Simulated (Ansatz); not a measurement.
# AlCl2HS: the cost of one run

Method: the settings change from run to run; program: Ansatz 0.2.0, Gaussian basis.

## Step 1: The molecule

An earlier PBE0-D4 in a triple-zeta def2 set relaxation fixed the geometry.

SMILES `[SH][Al]([Cl])[Cl]`, 5 atoms, charge 0, spin multiplicity 1.

Atoms are counted from 1 here; the program's logs count them from 0.

Bond lengths: S1–Al2 2.158 Å, S1–H5 1.345 Å, Al2–Cl3 2.076 Å, Al2–Cl4 2.080 Å. Angles: Al2–S1–H5 92.1°, S1–Al2–Cl3 119.0°, S1–Al2–Cl4 121.1°, Cl3–Al2–Cl4 120.0°.

## Step 2: RPA/pcseg-2

Options: high accuracy.

in.yaml

```yaml
crystal:
  periodic: [false, false, false]
  atoms:
    - {symbol: S, position_ang: [-0.049107, 1.690899, 0.210047]}
    - {symbol: Al, position_ang: [0.281331, -0.440173, 0.142892]}
    - {symbol: Cl, position_ang: [1.832203, -1.252371, 1.258846]}
    - {symbol: Cl, position_ang: [-0.924125, -1.677666, -1.015547]}
    - {symbol: H, position_ang: [-1.090501, 1.605610, -0.637538]}
basis:
  gaussian: {orbitals: pcseg-2}
hamiltonian: {xc: {name: PBE}}
correlation: {method: rpa}
accuracy: high
```

Command:

```bash
ansatz run in.yaml --threads 4 --pin off --events-out ev --progress --plain --max-ram 10444MiB
```

Q: Estimate wall time and peak memory on 4 threads of Arm Neoverse V2, shared host.

About 6.5 s, with a peak of 0.69 GiB.
